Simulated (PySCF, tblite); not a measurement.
**C4H11FGeO2: geometry, infrared bands and NMR shifts**

Wanted: the infrared bands and NMR shifts of C4H11FGeO2 (`C[C@@H](O)CC[O][GeH2][F]`), by calculation.

Computed with tblite 0.8.0 and PySCF 2.14.0, with density-fitted response routines of our own, on a single molecule in the gas phase. Atoms count from 0, in the outputs and in this text.

## Step 1: The starting structure

19 atoms, charge 0, multiplicity 1; geometry from: force field or distance geometry start.

Bonds of the start (Å): C0–C1 1.51, C1–O2 1.40, C1–C3 1.49, C3–C4 1.49, C4–O5 1.39, O5–Ge6 1.81, Ge6–F7 1.74, C0–H8 1.09, C0–H9 1.14, C0–H10 1.11, C1–H11 1.13, O2–H12 0.99, C3–H13 1.11, C3–H14 1.12, C4–H15 1.12, C4–H16 1.13, Ge6–H17 1.53, Ge6–H18 1.54.

## Step 2: Relaxing the molecule with GFN2-xTB

Job settings and geometry (Å):

```
{"job": {"kind": "relax", "xc": "GFN2-xTB", "basis": "xTB"}, "charge": 0, "multiplicity": 1}
C     -1.804900     0.461100     0.954600
C     -1.535500    -0.731100     0.073000
O     -2.690200    -0.906100    -0.692500
C     -0.401800    -0.558000    -0.883200
C      0.931500    -0.276300    -0.268500
O      0.995800     0.892200     0.481300
Ge     2.723200     0.924200     1.032300
F      3.174600    -0.592600     1.759400
H     -1.009600     0.719800     1.656900
H     -2.739200     0.165200     1.542100
H     -2.156000     1.297600     0.306500
H     -1.481000    -1.670400     0.689900
H     -2.597800    -0.320100    -1.479900
H     -0.665100     0.153600    -1.695100
H     -0.281800    -1.538400    -1.418400
H      1.314100    -1.144900     0.326500
H      1.639700    -0.075700    -1.127800
H      3.015500     2.067200     2.013500
H      3.558600     1.141800    -0.247800
```

Started as:

```bash
$ OMP_NUM_THREADS=1 python probes_run.py task.json out
```

The driver reads the jobs from task.json and runs them one after another.

The program printed:

```text
step      E/eV     max force
  0    -788.90846    2.065
  1    -789.17846    1.149
  2    -789.30415    0.726
  3    -789.38711    0.663
  4    -789.45106    0.567
  5    -789.49131    0.429
  6    -789.52900    0.447
  7    -789.56023    0.399
  8    -789.58693    0.467
  9    -789.60623    0.366
 10    -789.62097    0.287
 11    -789.63668    0.305
 12    -789.65401    0.528
 13    -789.67506    0.643
 14    -789.70293    0.587
 15    -789.73452    0.386
 16    -789.75740    0.316
 17    -789.77185    0.313
 18    -789.78668    0.308
 19    -789.79987    0.274
 20    -789.81176    0.302
 21    -789.82164    0.346
 22    -789.83108    0.308
 23    -789.84091    0.225
 24    -789.84670    0.148
 25    -789.84981    0.133
 26    -789.85190    0.151
 27    -789.85358    0.142
 28    -789.85495    0.110
 29    -789.85604    0.067
 30    -789.85698    0.062
 31    -789.85790    0.090
 32    -789.85877    0.095
 33    -789.85950    0.066
 34    -789.86016    0.068
 35    -789.86085    0.071
 36    -789.86159    0.064
 37    -789.86228    0.056
 38    -789.86287    0.061
 39    -789.86344    0.055
 40    -789.86402    0.065
 41    -789.86453    0.052
 42    -789.86491    0.041
 43    -789.86523    0.048
 44    -789.86561    0.056
 45    -789.86612    0.064
 46    -789.86668    0.045
 47    -789.86719    0.050
 48    -789.86768    0.062
 49    -789.86828    0.072
 50    -789.86898    0.076
 51    -789.86961    0.049
 52    -789.87005    0.040
 53    -789.87037    0.038
 54    -789.87065    0.045
 55    -789.87089    0.033
 56    -789.87103    0.026
 57    -789.87112    0.024
 58    -789.87120    0.024
 59    -789.87130    0.021
 60    -789.87138    0.015
 61    -789.87143    0.016
 62    -789.87147    0.014
 63    -789.87150    0.014
 64    -789.87154    0.012
 65    -789.87158    0.015
 66    -789.87161    0.014
 67    -789.87163    0.011
 68    -789.87165    0.009
```

Wall time 0.38 s (1 thread of Arm Neoverse V2, shared host).

Along the way: (not every step is listed)

```
step  energy from step 0 (eV)  largest force (eV/Å)
   0                   0.0000                2.0646
   1                  -0.2700                1.1488
   2                  -0.3957                0.7264
   3                  -0.4787                0.6628
   4                  -0.5426                0.5670
   5                  -0.5829                0.4290
   6                  -0.6205                0.4475
   7                  -0.6518                0.3993
   8                  -0.6785                0.4674
  13                  -0.7666                0.6430
  18                  -0.8782                0.3083
  23                  -0.9325                0.2247
  28                  -0.9465                0.1099
  33                  -0.9510                0.0664
  38                  -0.9544                0.0610
  43                  -0.9568                0.0477
  48                  -0.9592                0.0620
  53                  -0.9619                0.0384
  58                  -0.9627                0.0244
  63                  -0.9630                0.0136
  64                  -0.9631                0.0124
  65                  -0.9631                0.0153
  66                  -0.9632                0.0145
  67                  -0.9632                0.0112
  68                  -0.9632                0.0095
```

Distances of close pairs at the start and the end, largest changes first:

| bond | before (Å) | after (Å) | change (Å) |
| --- | --- | --- | --- |
| O5–Ge6 | 1.813 | 1.721 | -0.093 |
| C0–H9 | 1.143 | 1.088 | -0.055 |
| Ge6–H17 | 1.534 | 1.487 | -0.047 |
| C1–C3 | 1.493 | 1.540 | +0.047 |
| Ge6–H18 | 1.544 | 1.503 | -0.041 |
| C4–H16 | 1.131 | 1.096 | -0.035 |
| C4–O5 | 1.390 | 1.422 | +0.032 |
| C3–H14 | 1.123 | 1.093 | -0.031 |

The final coordinates are the input of the step that follows.

## Step 3: Vibrational analysis with GFN2-xTB

Job settings and geometry (Å):

```
{"job": {"kind": "ir", "xc": "GFN2-xTB", "basis": "xTB"}, "charge": 0, "multiplicity": 1}
C     -1.813403     0.486854     0.917731
C     -1.557710    -0.719427     0.018644
O     -2.732932    -1.099404    -0.669922
C     -0.414301    -0.468131    -0.981709
C      0.983251    -0.600335    -0.385727
O      1.268241     0.511152     0.454472
Ge     2.784360     1.081363     1.035462
F      3.481278    -0.191887     2.011881
H     -0.914288     0.736939     1.471315
H     -2.615282     0.264106     1.617894
H     -2.104857     1.347839     0.316452
H     -1.310025    -1.592549     0.632004
H     -3.048345    -0.340954    -1.175281
H     -0.519514     0.529337    -1.415498
H     -0.506088    -1.206178    -1.782210
H      1.057124    -1.522946     0.199663
H      1.715424    -0.653222    -1.200042
H      2.396764     2.168527     1.973381
H      3.840497     1.278165    -0.015644
```

The program printed:

```text
mode    cm-1     km/mol
  1      -4.7      0.85
  2      28.1      1.78
  3      65.0      3.85
  4      72.5      3.93
  5     150.5      5.24
  6     203.5      5.44
  7     218.6      1.95
  8     251.2     31.47
  9     268.8      7.04
 10     332.0    107.47
 11     399.6     33.03
 12     438.0     11.13
 13     470.6    136.19
 14     496.1    124.78
 15     514.2     27.78
 16     556.3     18.40
 17     599.7     59.11
 18     663.6    138.05
 19     721.2    160.24
 20     838.6      0.43
 21     884.4     23.15
 22     946.6     18.12
 23     980.9     22.44
 24    1000.7     39.71
 25    1066.8     80.00
 26    1085.6     64.44
 27    1120.0     71.61
 28    1134.4     71.39
 29    1180.9      7.20
 30    1234.9      9.28
 31    1251.5      4.62
 32    1304.6      7.03
 33    1339.1     48.47
 34    1345.2      7.68
 35    1353.7     49.92
 36    1401.9      8.18
 37    1455.8      1.58
 38    1473.3      1.11
 39    1484.7      3.67
 40    1492.6      1.50
 41    1928.7    251.72
 42    2063.6    327.76
 43    2889.9     48.04
 44    2921.4     27.82
 45    2941.4     23.33
 46    2971.8     44.60
 47    2977.9     27.36
 48    3011.0     49.78
 49    3040.3     29.19
 50    3067.7      9.75
 51    3533.7      5.45
```

Run time: 0.53 s. Hardware: 1 thread of Arm Neoverse V2, shared host.

The strongest bands and the atoms that carry them (share of the mass-weighted mode):

```
cm⁻¹  km/mol                                 atoms
 332   107.5                              H12 77 %
 471   136.2                     F7 77 %, Ge6 21 %
 496   124.8                    H18 37 %, H17 37 %
 664   138.1                    H18 58 %, H17 37 %
 721   160.2                    H17 53 %, H18 44 %
1067    80.0  H12 19 %, O2 16 %, H11 14 %, C1 13 %
1929   251.7                              H18 96 %
2064   327.8                              H17 96 %
```

## Step 4: Nuclear shieldings: PBE0/pcSseg-1

Settings changed since step 3:

```diff
@@ -1,2 +1,2 @@
-{"job": {"kind": "ir", "xc": "GFN2-xTB", "basis": "xTB"}, "charge": 0, "multiplicity": 1}
+{"job": {"kind": "nmr", "xc": "PBE0", "basis": "pcSseg-1"}, "charge": 0, "multiplicity": 1}
 C     -1.813403     0.486854     0.917731
```

With the program's defaults for keys left out, this is: GIAO PBE0/pcSseg-1 NMR shielding, non-relativistic, gas phase.

The program printed:

```text
coarse grid: 70992 points
cycle   1  E = -2485.1658957546  dE =  1.736e-01  |g| = 1.369e+00  |ddm| = 3.816e+00
cycle   2  E = -2484.8125557393  dE =  3.533e-01  |g| = 1.985e+00  |ddm| = 2.137e+00
cycle   3  E = -2485.4008862014  dE = -5.883e-01  |g| = 2.317e-01  |ddm| = 1.476e+00
cycle   4  E = -2485.4088554002  dE = -7.969e-03  |g| = 8.754e-02  |ddm| = 1.908e-01
cycle   5  E = -2485.4099405301  dE = -1.085e-03  |g| = 2.715e-02  |ddm| = 6.919e-02
cycle   6  E = -2485.4100546709  dE = -1.141e-04  |g| = 6.314e-03  |ddm| = 1.973e-02
cycle   7  E = -2485.4100607559  dE = -6.085e-06  |g| = 1.396e-03  |ddm| = 4.718e-03
final grid: 150984 points
cycle   8  E = -2485.4100992625  dE =  2.001e-07  |g| = 2.030e-03  |ddm| = 3.100e-03
cycle   9  E = -2485.4100983863  dE =  8.761e-07  |g| = 3.136e-03  |ddm| = 3.119e-03
cycle  10  E = -2485.4100999093  dE = -1.523e-06  |g| = 2.033e-04  |ddm| = 1.868e-03
cycle  11  E = -2485.4100999165  dE = -7.240e-09  |g| = 3.884e-05  |ddm| = 1.487e-04
cycle  12  E = -2485.4100999168  dE = -2.665e-10  |g| = 7.991e-06  |ddm| = 3.347e-05
converged SCF energy = -2485.4100999168

GIAO shielding tensors (ppm)
atom      isotropic    diamagn.    paramagn.     s11        s22        s33       span
  0 C      157.953     249.006     -91.053    142.281    148.453    183.124     40.843
  1 C      111.611     245.859    -134.248     86.220    101.143    147.471     61.250
  2 O      248.081     388.542    -140.462    232.203    244.110    267.929     35.726
  3 C      138.117     249.709    -111.592    121.250    137.039    156.062     34.813
  4 C      116.668     244.065    -127.397     88.198    105.039    156.767     68.569
  5 O      265.919     405.729    -139.811    182.969    280.949    333.839    150.870
  6 Ge    1318.064    2755.089   -1437.025   1274.512   1324.515   1355.164     80.652
  7 F      361.268     475.191    -113.923    285.400    376.713    421.691    136.291
  8 H       29.604      32.145      -2.541     23.579     29.948     35.285     11.706
  9 H       30.063      29.439       0.624     26.330     27.246     36.614     10.284
 10 H       31.045      31.774      -0.728     28.559     29.330     35.248      6.689
 11 H       27.937      31.638      -3.700     24.423     28.832     30.557      6.134
 12 H       31.561      32.316      -0.755     24.235     29.338     41.110     16.875
 13 H       30.157      32.943      -2.786     27.675     30.260     32.535      4.859
 14 H       29.813      31.529      -1.716     25.241     29.581     34.616      9.375
 15 H       27.365      31.254      -3.889     21.977     28.134     31.984     10.007
 16 H       27.475      30.644      -3.168     21.494     28.778     32.154     10.660
 17 H       26.490      28.259      -1.769     19.431     21.753     38.287     18.856
 18 H       26.067      27.362      -1.295     19.214     21.206     37.781     18.566
```

Run time: 40 s. Hardware: 1 thread of Arm Neoverse V2, shared host; peak memory 1 GiB.

The references, computed at this level on geometries of the same kind, shield at (ppm): ¹H TMS 31.72, ¹³C TMS 186.9, ¹⁹F CFCl3 170.9, ¹⁷O H2O 336.1, ⁷³Ge GeMe4 1331. Their shielding less the atom's gives the shift. The references are single molecules in the gas phase, so shifts against H2O, NH3, PH3, H3PO4 or CFCl3 are not on the usual liquid scales and can be off by tens of ppm. Atoms listed in one row are averaged.

```
      atoms                             environment  σ (ppm)  δ (ppm)
         C1                      sp3 CH bonded to O    111.6     75.3
         C4                     sp3 CH2 bonded to O    116.7     70.3
         C3                                 sp3 CH2    138.1     48.8
         C0                           methyl carbon    158.0     29.0
        H18  hydrogen on a germanium bonded to F, O    26.07     5.65
        H17  hydrogen on a germanium bonded to F, O    26.49     5.23
        H15      hydrogen on an sp3 CH2 bonded to O    27.36     4.35
        H16      hydrogen on an sp3 CH2 bonded to O    27.48     4.24
        H11       hydrogen on an sp3 CH bonded to O    27.94     3.78
        H14                  hydrogen on an sp3 CH2    29.81     1.90
        H13                  hydrogen on an sp3 CH2    30.16     1.56
H8, H9, H10             hydrogen on a methyl carbon    30.24     1.48
        H12           hydrogen on an alcohol oxygen    31.56     0.16
         O2                          alcohol oxygen    248.1     88.0
         O5                  oxygen bonded to C, Ge    265.9     70.2
        Ge6           germanium bonded to F, O, 2 H     1318       13
         F7                   fluorine bonded to Ge    361.3   -190.3
```

Charges from the same density, by scheme (e):

```
atoms  Mulliken    IAO  Hirshfeld  ESP fit
   C0     -0.23  -0.44      -0.13    -0.67
   C1      0.00   0.11       0.05     0.60
   O2     -0.45  -0.55      -0.23    -0.71
   C3     -0.23  -0.28      -0.08    -0.51
   C4      0.10  -0.04       0.01     0.23
   O5     -0.75  -0.62      -0.22    -0.41
  Ge6      0.99   1.15       0.52     0.65
   F7     -0.51  -0.55      -0.27    -0.35
```

Mayer bond orders: C0–C1 1.03, C1–O2 0.92, C1–C3 1.00, C3–C4 1.04, C4–O5 0.86, O5–Ge6 0.86, Ge6–F7 0.79.

Orbitals, density, ELF and potential are computed afterwards from the orbital file.

Frontier orbitals at PBE0/pcSseg-1, with the share of their density that lies nearest to each atom:

```csv
orbital,energy (eV),lies on
HOMO,-7.67,"O2 57 %; C1, C3 about 9 % each"
LUMO,0.54,"Ge6 26 %; H17, H18 about 21 % each; F7 14 %"
```

ELF in a plane through or near 8 of the atoms.

Ten even steps from ' ' (0.00) to '@' (1.00):
```
                                                        
                                                        
                                                        
          ..**##++..              ..::::                
          %%@@@@@@**      --##==..==####::              
        ..%%@@@@@@**      %%@@@@**##@@%%==              
          ++%%@@%%::      ++@@@@==--%%##..              
          ::--::::..::++....@@@@::::++::                
          ..--**==::##%%##..  --##@@++  ::::..          
          ::::##--++**++##..  ::****====##**::          
        ..--::....**####**::--**%%--**######--          
      ..::++++--::::==**--**##==@@**++##++**::          
      ..--++==..    ==**--**##::**::..####++..          
        ..--..    ==@@@@%%==++%%@@++  --**--..          
                  %%@@@@@@::==@@@@@@    ....            
                  ++@@@@**  ::@@@@@@::                  
                    --==      ==##--                    
                                                        
                                                        
                                                        
```
The map spans 13.0 Å across and 9.3 Å up, centred on the molecule. Atoms in the plane (x, y in Å): C0 (1.5, 1.4), O2 (3.0, -0.5), C4 (-0.7, -1.0), O5 (-1.4, 0.2), Ge6 (-3.1, 0.5), H8 (0.5, 1.7), H14 (1.1, -2.0), H16 (-1.2, -1.9).

On the surface of density 0.002 e/bohr³ the electrostatic potential runs, from the 1st to the 99th percentile, from -1.63 V near O2 to 1.87 V near H12.

## Step 5: Results

| quantity | value |
| --- | --- |
| strongest single infrared mode (GFN2-xTB) | 2064 cm⁻¹, 328 km/mol |
| zero-point energy (GFN2-xTB) | 90.3 kcal/mol |
| ¹³C shifts against TMS (PBE0/pcSseg-1) | 75.3, 70.3, 48.8, 29.0 ppm |
| ¹H shifts against TMS (PBE0/pcSseg-1, means over atoms taken as alike) | 5.65, 5.23, 4.35, 4.24, 3.78, 1.90, 1.56, 1.48, 0.16 ppm |
| ¹⁷O shifts against H2O (PBE0/pcSseg-1) | 88.0, 70.2 ppm |
| ⁷³Ge shifts against GeMe4 (PBE0/pcSseg-1) | 13 ppm |
| ¹⁹F shifts against CFCl3 (PBE0/pcSseg-1) | -190.3 ppm |
| surface potential, 1st and 99th percentile | -1.63 V and 1.87 V |

What this shows: Over 68 steps the energy fell by 0.963 eV; of the close pairs, O5–Ge6 changed most, 1.813 to 1.721 Å. The lowest mode is slightly imaginary (5i cm⁻¹), a soft motion within the noise of the Hessian, so the minimum is not strictly shown. The strongest single mode, at 2064 cm⁻¹, moves mainly H17. Unscaled tight-binding wavenumbers are off by several per cent, some by more. Its intensities can rank the bands wrongly. The most deshielded carbon is C1 (sp3 CH bonded to O), at 75.3 ppm: deshielded by the electronegative neighbour. At PBE0/pcSseg-1: Shielding is most anisotropic at O5 (span 151 ppm, paramagnetic term -140 ppm). Spin-orbit coupling is left out, which matters for shieldings and couplings at and beside the heavy atoms.
